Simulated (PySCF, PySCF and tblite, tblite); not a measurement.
# C4H10O2SSi: a path driven as ring inversion, and NMR exchange, part 2 of 2

PySCF and tblite. Atoms count from 0.

### 13 Shieldings, saddle of leg 4: PBE0/pcSseg-1

What the job is given:

```
{"job": {"kind": "nmr", "xc": "PBE0", "basis": "pcSseg-1", "pop": false}, "charge": 0, "multiplicity": 1}
O     -2.437238    -1.666181     0.103944
S     -1.445326    -0.751869    -0.399795
O     -1.768419    -0.008768    -1.589142
C     -1.073017     0.446391     0.922287
C     -0.245933     1.575352     0.346061
C      1.166005     1.157933    -0.104165
Si     1.543949    -0.703368    -0.013832
C      0.075641    -1.675216    -0.703484
H     -0.581088    -0.099772     1.722112
H     -2.044417     0.795463     1.266634
H     -0.800390     1.955737    -0.513832
H     -0.179581     2.382478     1.079700
H      1.315104     1.483908    -1.134711
H      1.910636     1.697579     0.483187
H      1.773146    -1.133146     1.375654
H      2.728770    -1.009502    -0.822496
H     -0.059046    -2.644571    -0.239303
H      0.121204    -1.802447    -1.778819
```

Log:

```text
coarse grid: 15968 points
cycle   1  E = -995.5297719288  dE =  1.687e+00  |g| = 1.153e+00  |ddm| = 4.044e+00
cycle   2  E = -994.9284491923  dE =  6.013e-01  |g| = 2.139e+00  |ddm| = 2.927e+00
cycle   3  E = -995.7664968888  dE = -8.380e-01  |g| = 2.095e-01  |ddm| = 2.146e+00
cycle   4  E = -995.7759802262  dE = -9.483e-03  |g| = 7.633e-02  |ddm| = 2.504e-01
cycle   5  E = -995.7774013190  dE = -1.421e-03  |g| = 1.029e-02  |ddm| = 7.110e-02
cycle   6  E = -995.7774237947  dE = -2.248e-05  |g| = 3.456e-03  |ddm| = 1.350e-02
cycle   7  E = -995.7774264627  dE = -2.668e-06  |g| = 8.493e-04  |ddm| = 3.795e-03
final grid: 144640 points
cycle   8  E = -995.8477282401  dE = -2.505e-05  |g| = 1.204e-02  |ddm| = 3.061e-02
cycle   9  E = -995.8476824571  dE =  4.578e-05  |g| = 1.910e-02  |ddm| = 2.663e-02
cycle  10  E = -995.8477583006  dE = -7.584e-05  |g| = 2.404e-03  |ddm| = 1.748e-02
cycle  11  E = -995.8477593580  dE = -1.057e-06  |g| = 2.418e-04  |ddm| = 1.927e-03
cycle  12  E = -995.8477593682  dE = -1.023e-08  |g| = 1.399e-04  |ddm| = 3.613e-04
cycle  13  E = -995.8477593715  dE = -3.283e-09  |g| = 5.146e-05  |ddm| = 1.476e-04
cycle  14  E = -995.8477593719  dE = -4.645e-10  |g| = 1.088e-05  |ddm| = 4.820e-05
converged SCF energy = -995.8477593719

GIAO shielding tensors (ppm)
atom      isotropic    diamagn.    paramagn.     s11        s22        s33       span
  0 O       99.384     396.855    -297.471     47.906     86.861    163.386    115.480
  1 S      206.826    1050.955    -844.128     39.954    198.787    381.737    341.783
  2 O      115.087     401.839    -286.751     57.016    105.135    183.110    126.094
  3 C      126.945     259.710    -132.764    102.268    118.011    160.557     58.290
  4 C      167.465     247.799     -80.334    157.275    166.792    178.328     21.054
  5 C      184.594     253.304     -68.710    172.846    180.315    200.621     27.775
  6 Si     399.970     880.249    -480.279    371.610    399.942    428.358     56.747
  7 C      139.638     262.210    -122.572    103.781    117.124    198.008     94.227
  8 H       28.804      33.449      -4.645     26.628     28.107     31.677      5.049
  9 H       29.032      31.120      -2.088     25.032     27.925     34.139      9.107
 10 H       29.031      31.488      -2.457     25.287     27.244     34.563      9.277
 11 H       29.646      30.083      -0.438     23.555     28.272     37.110     13.555
 12 H       30.500      31.151      -0.651     25.601     28.335     37.564     11.963
 13 H       30.759      30.207       0.553     25.564     28.339     38.375     12.811
 14 H       27.191      29.317      -2.126     24.017     24.933     32.623      8.606
 15 H       27.344      28.505      -1.161     23.823     24.692     33.519      9.696
 16 H       28.856      30.952      -2.095     24.998     27.711     33.860      8.862
 17 H       28.771      31.112      -2.341     25.880     27.458     32.976      7.095
```

It took 27 s on 1 thread of AMD EPYC 7B13, shared host; peak memory 0.85 GiB.

Key values: HOMO -8.05 eV, LUMO 0.43 eV; dipole 4.70 D.

### 14 Single-point energy, minimum 2: PBE0/pcSseg-1

What the job is given:

```
{"job": {"kind": "sp", "xc": "PBE0", "basis": "pcSseg-1", "pop": false}, "charge": 0, "multiplicity": 1}
O     -2.393055    -1.659628    -0.489272
S     -1.206209    -0.855280    -0.613031
O     -0.837858    -0.427260    -1.940678
C     -1.440165     0.634929     0.415758
C     -0.132336     1.199155     0.940716
C      0.946186     1.240067    -0.146024
Si     1.597729    -0.506563    -0.540143
C      0.230877    -1.689733     0.044297
H     -2.121886     0.348900     1.212468
H     -1.937855     1.335504    -0.252037
H     -0.318812     2.210309     1.316501
H      0.217318     0.603529     1.787661
H      0.522452     1.688777    -1.043997
H      1.756008     1.892673     0.181750
H      2.750172    -0.807832     0.329558
H      1.930287    -0.714007    -1.942275
H      0.104525    -1.808444     1.113032
H      0.266353    -2.666397    -0.421179
```

Log:

```text
coarse grid: 15968 points
cycle   1  E = -995.5305785432  dE =  1.723e+00  |g| = 1.150e+00  |ddm| = 4.036e+00
cycle   2  E = -994.9401079302  dE =  5.905e-01  |g| = 2.124e+00  |ddm| = 2.911e+00
cycle   3  E = -995.7655287732  dE = -8.254e-01  |g| = 2.115e-01  |ddm| = 2.129e+00
cycle   4  E = -995.7751468205  dE = -9.618e-03  |g| = 7.768e-02  |ddm| = 2.504e-01
cycle   5  E = -995.7766062885  dE = -1.459e-03  |g| = 1.242e-02  |ddm| = 7.236e-02
cycle   6  E = -995.7766315519  dE = -2.526e-05  |g| = 6.824e-03  |ddm| = 1.624e-02
cycle   7  E = -995.7766398269  dE = -8.275e-06  |g| = 1.901e-03  |ddm| = 6.640e-03
final grid: 144640 points
cycle   8  E = -995.8481960437  dE = -3.475e-05  |g| = 1.281e-02  |ddm| = 3.172e-02
cycle   9  E = -995.8481450752  dE =  5.097e-05  |g| = 2.022e-02  |ddm| = 2.807e-02
cycle  10  E = -995.8482304565  dE = -8.538e-05  |g| = 2.588e-03  |ddm| = 1.849e-02
cycle  11  E = -995.8482317024  dE = -1.246e-06  |g| = 3.030e-04  |ddm| = 2.173e-03
cycle  12  E = -995.8482317194  dE = -1.697e-08  |g| = 1.658e-04  |ddm| = 4.424e-04
cycle  13  E = -995.8482317239  dE = -4.497e-09  |g| = 6.535e-05  |ddm| = 1.813e-04
cycle  14  E = -995.8482317246  dE = -7.658e-10  |g| = 1.210e-05  |ddm| = 6.282e-05
converged SCF energy = -995.8482317246
```

Run time: 13 s. Hardware: 1 thread of AMD EPYC 7B13, shared host; peak memory 0.69 GiB.

Key values: HOMO -8.00 eV, LUMO 0.60 eV; dipole 4.58 D.

Single-point energy, saddle of leg 3: PBE0/pcSseg-1:

What the job is given:

```
{"job": {"kind": "sp", "xc": "PBE0", "basis": "pcSseg-1", "pop": false}, "charge": 0, "multiplicity": 1}
O     -2.471621    -1.520998    -0.479900
S     -1.280417    -0.730289    -0.651008
O     -1.103698    -0.082378    -1.922955
C     -1.303768     0.492882     0.702939
C     -0.112280     1.446765     0.776281
C      0.964671     1.181596    -0.279926
Si     1.644462    -0.587275    -0.213464
C      0.154709    -1.758187    -0.312341
H     -1.396211    -0.131370     1.587985
H     -2.245343     1.016751     0.556841
H     -0.468257     2.472724     0.655954
H      0.339717     1.379049     1.769024
H      0.532257     1.347471    -1.266463
H      1.758562     1.918405    -0.149236
H      2.294483    -0.836861     1.083809
H      2.554997    -0.845086    -1.330519
H     -0.073700    -2.294226     0.601076
H      0.211436    -2.468973    -1.128096
```

Log:

```text
coarse grid: 15968 points
cycle   1  E = -995.5290488175  dE =  1.693e+00  |g| = 1.152e+00  |ddm| = 4.030e+00
cycle   2  E = -994.9361010923  dE =  5.929e-01  |g| = 2.128e+00  |ddm| = 2.934e+00
cycle   3  E = -995.7648198143  dE = -8.287e-01  |g| = 2.110e-01  |ddm| = 2.152e+00
cycle   4  E = -995.7744456848  dE = -9.626e-03  |g| = 7.695e-02  |ddm| = 2.481e-01
cycle   5  E = -995.7758917354  dE = -1.446e-03  |g| = 1.010e-02  |ddm| = 6.958e-02
cycle   6  E = -995.7759126207  dE = -2.089e-05  |g| = 3.940e-03  |ddm| = 1.326e-02
cycle   7  E = -995.7759157614  dE = -3.141e-06  |g| = 1.466e-03  |ddm| = 4.481e-03
final grid: 144640 points
cycle   8  E = -995.8467201447  dE = -2.642e-05  |g| = 1.229e-02  |ddm| = 3.090e-02
cycle   9  E = -995.8466714906  dE =  4.865e-05  |g| = 1.961e-02  |ddm| = 2.672e-02
cycle  10  E = -995.8467515750  dE = -8.008e-05  |g| = 2.429e-03  |ddm| = 1.758e-02
cycle  11  E = -995.8467526603  dE = -1.085e-06  |g| = 2.528e-04  |ddm| = 1.975e-03
cycle  12  E = -995.8467526711  dE = -1.082e-08  |g| = 1.609e-04  |ddm| = 3.893e-04
cycle  13  E = -995.8467526756  dE = -4.488e-09  |g| = 4.899e-05  |ddm| = 1.621e-04
cycle  14  E = -995.8467526760  dE = -4.227e-10  |g| = 1.126e-05  |ddm| = 4.989e-05
converged SCF energy = -995.8467526760
```

Run time: 13 s. Hardware: 1 thread of AMD EPYC 7B13, shared host; peak memory 0.68 GiB.

In short: HOMO -8.04 eV, LUMO 0.20 eV; dipole 4.58 D.

### 15 Single-point energy, minimum 3: PBE0/pcSseg-1

What the job is given:

```
{"job": {"kind": "sp", "xc": "PBE0", "basis": "pcSseg-1", "pop": false}, "charge": 0, "multiplicity": 1}
O     -2.511487    -1.497807    -0.326932
S     -1.354196    -0.678672    -0.577446
O     -1.347641     0.099902    -1.786811
C     -1.146571     0.416892     0.865058
C     -0.176983     1.553177     0.589600
C      1.005880     1.136615    -0.292911
Si     1.575203    -0.647589    -0.003719
C      0.112613    -1.729202    -0.542334
H     -0.800691    -0.248101     1.653171
H     -2.141850     0.775101     1.116845
H     -0.713778     2.364290     0.093881
H      0.190689     1.936236     1.545386
H      0.686814     1.197831    -1.334960
H      1.813350     1.857990    -0.167375
H      1.854068    -0.912413     1.417068
H      2.746114    -0.968947    -0.823794
H     -0.121543    -2.547800     0.127326
H      0.216643    -2.119692    -1.547925
```

Log:

```text
coarse grid: 15968 points
cycle   1  E = -995.5302555475  dE =  1.700e+00  |g| = 1.153e+00  |ddm| = 4.039e+00
cycle   2  E = -994.9342419562  dE =  5.960e-01  |g| = 2.132e+00  |ddm| = 2.913e+00
cycle   3  E = -995.7666830357  dE = -8.324e-01  |g| = 2.109e-01  |ddm| = 2.137e+00
cycle   4  E = -995.7763008745  dE = -9.618e-03  |g| = 7.668e-02  |ddm| = 2.505e-01
cycle   5  E = -995.7777373628  dE = -1.436e-03  |g| = 9.927e-03  |ddm| = 7.126e-02
cycle   6  E = -995.7777579192  dE = -2.056e-05  |g| = 3.744e-03  |ddm| = 1.325e-02
cycle   7  E = -995.7777608459  dE = -2.927e-06  |g| = 1.354e-03  |ddm| = 4.248e-03
final grid: 144640 points
cycle   8  E = -995.8484266491  dE = -2.690e-05  |g| = 1.207e-02  |ddm| = 3.092e-02
cycle   9  E = -995.8483816057  dE =  4.504e-05  |g| = 1.901e-02  |ddm| = 2.601e-02
cycle  10  E = -995.8484570854  dE = -7.548e-05  |g| = 2.442e-03  |ddm| = 1.715e-02
cycle  11  E = -995.8484581857  dE = -1.100e-06  |g| = 2.395e-04  |ddm| = 1.975e-03
cycle  12  E = -995.8484581959  dE = -1.021e-08  |g| = 1.404e-04  |ddm| = 3.599e-04
cycle  13  E = -995.8484581993  dE = -3.373e-09  |g| = 5.206e-05  |ddm| = 1.474e-04
cycle  14  E = -995.8484581997  dE = -4.682e-10  |g| = 1.167e-05  |ddm| = 5.059e-05
converged SCF energy = -995.8484581997
```

It took 13 s on 1 thread of AMD EPYC 7B13, shared host; peak memory 0.68 GiB.

This run: HOMO -8.07 eV, LUMO 0.32 eV; dipole 4.58 D.

**Single-point energy, minimum 4: PBE0/pcSseg-1**

What the job is given:

```
{"job": {"kind": "sp", "xc": "PBE0", "basis": "pcSseg-1", "pop": false}, "charge": 0, "multiplicity": 1}
O     -1.600132    -1.958118     0.970487
S     -1.448551    -0.942944    -0.038469
O     -2.549763    -0.727337    -0.941082
C     -1.123253     0.639075     0.817882
C     -0.184283     1.500954     0.000613
C      1.276649     1.081769     0.187492
Si     1.506391    -0.804984     0.001834
C      0.012373    -1.350395    -1.013641
H     -0.721271     0.392151     1.796465
H     -2.107649     1.088204     0.925350
H     -0.474073     1.419704    -1.049549
H     -0.301470     2.550124     0.287337
H      1.894384     1.622108    -0.531160
H      1.611557     1.405695     1.174443
H      1.512210    -1.485806     1.297810
H      2.719418    -1.126021    -0.759609
H     -0.042765    -2.421842    -1.163131
H     -0.093006    -0.854112    -1.971029
```

Log:

```text
coarse grid: 15968 points
cycle   1  E = -995.5259632375  dE =  1.694e+00  |g| = 1.159e+00  |ddm| = 4.021e+00
cycle   2  E = -994.9190102470  dE =  6.070e-01  |g| = 2.150e+00  |ddm| = 2.919e+00
cycle   3  E = -995.7650412157  dE = -8.460e-01  |g| = 2.124e-01  |ddm| = 2.135e+00
cycle   4  E = -995.7747258433  dE = -9.685e-03  |g| = 7.899e-02  |ddm| = 2.498e-01
cycle   5  E = -995.7762425445  dE = -1.517e-03  |g| = 1.226e-02  |ddm| = 7.251e-02
cycle   6  E = -995.7762713563  dE = -2.881e-05  |g| = 5.302e-03  |ddm| = 1.527e-02
cycle   7  E = -995.7762762614  dE = -4.905e-06  |g| = 2.068e-03  |ddm| = 5.519e-03
final grid: 144640 points
cycle   8  E = -995.8475135104  dE = -3.254e-05  |g| = 1.344e-02  |ddm| = 3.352e-02
cycle   9  E = -995.8474548941  dE =  5.862e-05  |g| = 2.156e-02  |ddm| = 2.947e-02
cycle  10  E = -995.8475509562  dE = -9.606e-05  |g| = 2.717e-03  |ddm| = 1.951e-02
cycle  11  E = -995.8475523347  dE = -1.378e-06  |g| = 3.325e-04  |ddm| = 2.279e-03
cycle  12  E = -995.8475523521  dE = -1.743e-08  |g| = 2.114e-04  |ddm| = 4.676e-04
cycle  13  E = -995.8475523598  dE = -7.668e-09  |g| = 5.999e-05  |ddm| = 2.003e-04
cycle  14  E = -995.8475523605  dE = -6.569e-10  |g| = 1.342e-05  |ddm| = 6.279e-05
converged SCF energy = -995.8475523605
```

Run time: 13 s. Hardware: 1 thread of AMD EPYC 7B13, shared host; peak memory 0.68 GiB.

Key values: HOMO -8.01 eV, LUMO 0.43 eV; dipole 5.15 D.

### 16 Single-point energy, saddle of leg 5: PBE0/pcSseg-1

What the job is given:

```
{"job": {"kind": "sp", "xc": "PBE0", "basis": "pcSseg-1", "pop": false}, "charge": 0, "multiplicity": 1}
O     -2.377536    -1.709247     0.435983
S     -1.521877    -0.790446    -0.268630
O     -2.029868    -0.200794    -1.479948
C     -1.110053     0.572400     0.864755
C     -0.213613     1.546249     0.130472
C      1.256466     1.135874     0.208928
Si     1.583153    -0.696797    -0.210929
C      0.012778    -1.653771    -0.676313
H     -0.650483     0.136387     1.747384
H     -2.072490     1.005095     1.127395
H     -0.547063     1.571200    -0.909607
H     -0.333245     2.553634     0.538938
H      1.835525     1.782389    -0.451679
H      1.618454     1.340236     1.219277
H      2.151238    -1.356302     0.975323
H      2.509109    -0.797749    -1.345147
H     -0.054302    -2.605813    -0.162682
H     -0.056193    -1.832544    -1.743523
```

Log:

```text
coarse grid: 15968 points
cycle   1  E = -995.5287181323  dE =  1.678e+00  |g| = 1.155e+00  |ddm| = 4.013e+00
cycle   2  E = -994.9251747990  dE =  6.035e-01  |g| = 2.144e+00  |ddm| = 2.932e+00
cycle   3  E = -995.7660091049  dE = -8.408e-01  |g| = 2.097e-01  |ddm| = 2.151e+00
cycle   4  E = -995.7755043291  dE = -9.495e-03  |g| = 7.666e-02  |ddm| = 2.441e-01
cycle   5  E = -995.7769344978  dE = -1.430e-03  |g| = 1.072e-02  |ddm| = 6.892e-02
cycle   6  E = -995.7769592516  dE = -2.475e-05  |g| = 3.389e-03  |ddm| = 1.396e-02
cycle   7  E = -995.7769618516  dE = -2.600e-06  |g| = 7.743e-04  |ddm| = 3.888e-03
final grid: 144640 points
cycle   8  E = -995.8477934651  dE = -2.940e-05  |g| = 1.171e-02  |ddm| = 3.025e-02
cycle   9  E = -995.8477511069  dE =  4.236e-05  |g| = 1.839e-02  |ddm| = 2.545e-02
cycle  10  E = -995.8478223127  dE = -7.121e-05  |g| = 2.368e-03  |ddm| = 1.671e-02
cycle  11  E = -995.8478233298  dE = -1.017e-06  |g| = 2.490e-04  |ddm| = 1.898e-03
cycle  12  E = -995.8478233414  dE = -1.164e-08  |g| = 1.328e-04  |ddm| = 3.660e-04
cycle  13  E = -995.8478233443  dE = -2.864e-09  |g| = 5.695e-05  |ddm| = 1.475e-04
cycle  14  E = -995.8478233448  dE = -5.705e-10  |g| = 1.095e-05  |ddm| = 5.161e-05
converged SCF energy = -995.8478233448
```

Wall time 13 s (1 thread of AMD EPYC 7B13, shared host); peak memory 0.68 GiB.

Key values: HOMO -8.04 eV, LUMO 0.11 eV; dipole 4.78 D.

### 17 Barriers, rates and exchange

What the job is given:

```
{"job": {"smiles": "O=S1(=O)CCC[SiH2]C1", "charge": 0, "mult": 1, "motion": "ring", "what": "6-membered ring", "atoms": [1, 3, 4, 5, 6, 7], "ring": [1, 3, 4, 5, 6, 7], "study": "path", "level": {"kind": "nmr", "xc": "PBE0", "basis": "pcSseg-1"}, "fields": [80, 200, 400], "first": 4, "seed": 720, "kind": "path"}, "charge": 0, "multiplicity": 1}
O     -0.801996    -1.482870     1.456319
S     -1.167491    -1.164269     0.100355
O     -2.329829    -1.815593    -0.444477
C     -1.424166     0.635268    -0.011142
C     -0.344461     1.358583     0.765278
C      1.017877     1.268595     0.076363
Si     1.650273    -0.521086    -0.082257
C      0.261114    -1.485961    -0.934358
H     -2.413515     0.806658     0.406781
H     -1.430422     0.885125    -1.069468
H     -0.626240     2.408771     0.889787
H     -0.289088     0.905196     1.756796
H      0.945786     1.733364    -0.910749
H      1.734432     1.867477     0.639880
H      1.979647    -1.111009     1.211042
H      2.805986    -0.557458    -0.991076
H      0.414106    -2.558339    -0.932228
H      0.009228    -1.166133    -1.938503
```

Log:

```text
stationary points (kcal/mol above the start)
  n  kind          group   xTB      DFT    lowest mode
  0  minimum      C1       0.00     0.00      90.9
  1  intermediate C1       1.80     3.70      96.0
  2  saddle       C1       4.46     4.80     -92.8
  3  intermediate C1       3.46     3.63      81.6
  4  saddle       C1       4.98     4.25     -89.9
  5  intermediate C1       2.86     4.30      40.9
  6  saddle       C1       4.30     4.37     -80.7
  7  minimum      C1       0.00     0.00      90.8

GFN2-xTB energies: T/K, barrier G, reaction G (kcal/mol), k forward, k back (1/s)
 150.00     4.90    -0.00   1.63e+05   1.62e+05
 200.00     4.97    -0.00   9.66e+06   9.64e+06
 250.00     5.06    -0.00   1.11e+08   1.11e+08
 298.15     5.17    -0.00   5.33e+08   5.32e+08
 350.00     5.31    -0.00   1.78e+09   1.78e+09
 400.00     5.45    -0.00   4.22e+09   4.21e+09
 500.00     5.78    -0.00   1.41e+10   1.41e+10

PBE0/pcSseg-1 + D3(BJ) energies: T/K, barrier G, reaction G (kcal/mol), k forward, k back (1/s)
 150.00     4.84    -0.00   2.09e+05   2.08e+05
 200.00     4.90    -0.00   1.19e+07   1.18e+07
 250.00     4.99    -0.00   1.33e+08   1.32e+08
 298.15     5.08    -0.00   6.26e+08   6.25e+08
 350.00     5.19    -0.00   2.05e+09   2.05e+09
 400.00     5.32    -0.00   4.81e+09   4.81e+09
 500.00     5.59    -0.00   1.58e+10   1.58e+10
```

Run time: 2.8 min. Hardware: 1 thread of AMD EPYC 7B13, shared host; peak memory 0.9 GiB. This counts the whole study up to here.

Barriers by level (kcal/mol; entropies in cal/(mol K)). Zero-point and thermal terms come from xTB in every row. ΔG‡ leaves symmetry out; the rate counts one path and all 3 saddles; effective ΔG‡, where given, is the barrier that would give that rate by Eyring's equation alone:

```csv
level,ΔE‡,with zero-point,ΔH‡,ΔS‡,ΔG‡ (298 K),ΔE of reaction,k at 298 K (1/s),effective ΔG‡
GFN2-xTB,4.98,4.84,4.46,-2.4,5.17,0.00,5.3e+08,5.55
PBE0/pcSseg-1 + D3(BJ),4.80,4.74,4.35,-2.5,5.08,0.00,6.3e+08,5.45
```

Sites that the driver pairs across this motion, and where their lines would merge (no couplings; faster rotations or exchange between molecules can average them sooner):

```csv
nucleus,sites: shielding (ppm),proton frequency (MHz),spread (Hz),coalescence (K),lines at 298 K
¹⁷O,O0: 126.3; O2: 107.6,400,1014,117,1
¹H,H16: 28.81; H17: 29.39,400,231,110,1
¹H,H12: 31.17; H13: 30.77,400,158,108,1
¹H,H8: 28.86; H9: 29.23,400,149,107,1
¹H,H10: 29.52; H11: 29.29,400,96,105,1
¹H,H14: 27.24; H15: 27.42,400,69,104,1
```

Lines of quadrupolar nuclei are broad, so their coalescence could hardly be seen.

### 18 Summary of results

What follows sums up all 2 parts.

```
                        quantity                              value
barrier (PBE0/pcSseg-1 + D3(BJ))   ΔE‡ 4.8, ΔG‡(298 K) 5.1 kcal/mol
              barrier (GFN2-xTB)                   ΔE‡ 5.0 kcal/mol
                   rate at 298 K                        6.3e+08 s⁻¹
                 end of the path  the start, renumbered or mirrored
           coalescence of ¹H H16                   110 K at 400 MHz
```

**Reading.** The barrier is 4.8 kcal/mol at the DFT level (xTB: 5.0); with thermal terms and the count of paths the DFT value gives a rate of 6.3e+08 s⁻¹ at 298 K. An error of 1.4 kcal/mol changes that rate tenfold. The ¹H lines of H16 and its partners, 231 Hz apart at 400 MHz, merge at 110 K, so by this path alone the exchange at 298 K is fast for them; other paths were not followed. Low legs of the path were not refined.
